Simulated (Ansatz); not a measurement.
The same calculation of CO2, space group P4_2/mnm as a Python script and as an input file (Ansatz 0.2.0 through its Python package).

Script `vcrelax_co2.py`:
```python
'''Cell relaxation of CO2.'''

from collections import Counter
from dataclasses import dataclass

import ansatz
import numpy as np


@dataclass
class Settings:
    kmesh: tuple[int, ...] = (5, 5, 4)
    xc: str = 'PBEsol'
    fmax: float = 0.01


opts = Settings()

def edges_and_angles(cell):
    cell = np.asarray(cell)
    a, b, c = np.linalg.norm(cell, axis=1)
    cosines = cell[1] @ cell[2] / (b * c), cell[0] @ cell[2] / (a * c), cell[0] @ cell[1] / (a * b)
    return (a, b, c, *np.degrees(np.arccos(cosines)))


def main() -> None:
    lattice = ansatz.Lattice.of(
        [3.5161, 0.0, 0.0],
        [0.0, 3.5161, 0.0],
        [0.0, 0.0, 4.1043],
    )
    sites = [
        ('C', [0.0, 0.0, 0.0]),
        ('C', [0.5, 0.5, 0.5]),
        ('O', [0.23, 0.23, 0.0]),
        ('O', [0.27, 0.73, 0.5]),
        ('O', [0.77, 0.77, 0.0]),
        ('O', [0.73, 0.27, 0.5]),
    ]
    xtal = ansatz.Crystal(lattice=lattice)
    for symbol, position in sites:
        xtal = xtal.atom(symbol, position)

    # shape and ions at fixed volume
    setup = (
        xtal.calculation()
        .pseudopotentials('paw')
        .occupations(ansatz.OccupationsMethod.FIXED)
        .kpoints(*opts.kmesh)
        .functional(opts.xc)
        .relax(force_tolerance=opts.fmax, max_steps=60, fix_cell=['volume'])
    )
    steps = []


    def collect(event):
        if event['event'] == 'relax_step':
            steps.append(event['data'])


    outcome = setup.session().plan().execute(on_event=collect)
    data = outcome.report
    print('step   energy (eV)     max comp. (eV/A)   P (GPa)  SCF')
    for s in steps:
        print(f'{s["step"]:4d} {s["lagrangian_ev"]:15.5f} {s["allowed_force_max_ev_ang"]:12.4f} {s["pressure_gpa"]:10.3f} {s["n_scf"]:5d}')

    first, last = steps[0], steps[-1]
    symbols = [site.symbol for site in outcome.lattice.sites]
    print(f'energy gained {first["lagrangian_ev"] - last["lagrangian_ev"]:.4f} eV in {len(steps) - 1} steps')
    for label, vectors in (('before', first['cell_ang']), ('after', outcome.lattice.cell_ang)):
        print(label, 'a b c (A) {:.4f} {:.4f} {:.4f}  angles {:.2f} {:.2f} {:.2f}'.format(*edges_and_angles(vectors)), f' V = {abs(np.linalg.det(vectors)):.3f} A^3')
    print('final stress xx yy zz (GPa, compression positive):', np.round(np.diag(data['stress_gpa']), 3) + 0.0)

    print('relaxed fractional positions')
    for site in outcome.lattice.sites:
        print(f'  {site.symbol:2s}', ' '.join(f'{v % 1:8.5f}' for v in np.round(site.position_frac, 5)))

    change = np.array(last['positions_ang']) @ np.linalg.inv(last['cell_ang']) - np.array(first['positions_ang']) @ np.linalg.inv(first['cell_ang'])
    moved = np.linalg.norm(change @ np.array(last['cell_ang']), axis=1)
    print('displacement within the cell, strain taken out (A):', ' '.join(f'{s}:{d:.3f}' for s, d in zip(symbols, moved)))

    for key in ('converged', 'n_iterations', 'n_electrons', 'n_kpoints', 'n_pw', 'n_symmetry_ops', 'free_energy_ev', 'fermi_energy_ev'):
        print(f'{key:18s} {data[key]}')

    told = Counter((n['data']['severity'], n['data']['kind']) for n in outcome.notices if n['event'] == 'notice')
    for (severity, kind), count in sorted(told.items()):
        print(f'{severity:8s} {kind} x{count}')

    used = data['setup']
    print('cutoffs (eV):', used['ecut_ev'], used['ecutrho_ev'], ' FFT grid:', used['fft_dense'])
    print('cell volume {:.3f} A^3, {} symmetry operations'.format(used['cell_volume_ang3'], used['n_sym_ops']))


if __name__ == '__main__':
    main()
```

```console
$ python vcrelax_co2.py
DeckWarning: basis.ecutwfc = 420 eV, auto-derived from the records' recommended cutoffs: set by C (normal level)
step   energy (eV)     max comp. (eV/A)   P (GPa)  SCF
   1     -2732.91267       1.2009     31.034     6
   2     -2732.96616       0.0915     24.012     5
   3     -2732.96666       0.0007     23.424     4
   4     -2732.96604       0.0007     23.415     6
   5     -2732.96619       0.0024     23.395     4
   6     -2732.96565       0.0023     23.387     5
energy gained 0.0530 eV in 5 steps
before a b c (A) 3.5161 3.5161 4.1043  angles 90.00 90.00 90.00  V = 50.741 A^3
after a b c (A) 3.5440 3.5440 4.0400  angles 90.00 90.00 90.00  V = 50.741 A^3
final stress xx yy zz (GPa, compression positive): [23.401 23.401 23.359]
relaxed fractional positions
  C   0.00000  0.00000  0.00000
  C   0.50000  0.50000  0.50000
  O   0.23117  0.23117  0.00000
  O   0.26883  0.73117  0.50000
  O   0.76883  0.76883  0.00000
  O   0.73117  0.26883  0.50000
displacement within the cell, strain taken out (A): C:0.000 C:0.000 O:0.006 O:0.006 O:0.006 O:0.006
converged          True
n_iterations       5
n_electrons        32.0
n_kpoints          18
n_pw               969
n_symmetry_ops     16
free_energy_ev     -2732.9656546815586
fermi_energy_ev    3.884289074745273
audit    band_cg_iterations x6
audit    cell_relax_basis_refresh x2
audit    loop_bands_changed x4
audit    preconditioner_resolved x6
audit    relaxation_kept_its_symmetry x1
cutoffs (eV): 420.0 1680.0  FFT grid: [24, 24, 30]
cell volume 50.741 A^3, 16 symmetry operations
```
(Warnings from the package without file and line.)

`input.yaml`:
```yaml
crystal:
  lattice:
    - [3.5161, 0.0, 0.0]
    - [0.0, 3.5161, 0.0]
    - [0.0, 0.0, 4.1043]
  atoms:
    - { symbol: C, position: [0.0, 0.0, 0.0] }
    - { symbol: C, position: [0.5, 0.5, 0.5] }
    - { symbol: O, position: [0.23, 0.23, 0.0] }
    - { symbol: O, position: [0.27, 0.73, 0.5] }
    - { symbol: O, position: [0.77, 0.77, 0.0] }
    - { symbol: O, position: [0.73, 0.27, 0.5] }
kpoints:
  mp_grid:
    grid: [5, 5, 4]
hamiltonian:
  xc: pbesol
  pseudopotentials:
    kind: paw
scf:
  occupations:
    method: fixed
relax:
  f_tol: 0.01
  max_steps: 60
  cell:
    fix: [volume]
```

Total energies depend on the potentials; only differences at equal settings carry meaning. A total without «per atom» is that of the cell as typed. Part of the cell is held or a pressure is applied, so the end point needn't be the zero-pressure lattice. The Fermi level of a run with fixed occupations marks the highest occupied state on its mesh, not mid-gap. The zero of the levels is a convention of the potentials, so an absolute Fermi energy is no work function. Energies along a relaxation are free energies. Rows at an unchanged volume are solved on a plane-wave basis chosen afresh for that cell, so the energy jumps there and such rows are no steps of the walk. The structure is a deposited one; some such entries were measured under pressure or heat, so a shift against it needn't be the functional's error alone. Run time: 6.5 s on 1 thread of Arm Neoverse V1, with other jobs on the host, peak memory 0.37 GiB.

(A comment or docstring line of the script was reworded after the run, the code is as it ran; lines on the test bed's own set-up are left out of the output.)
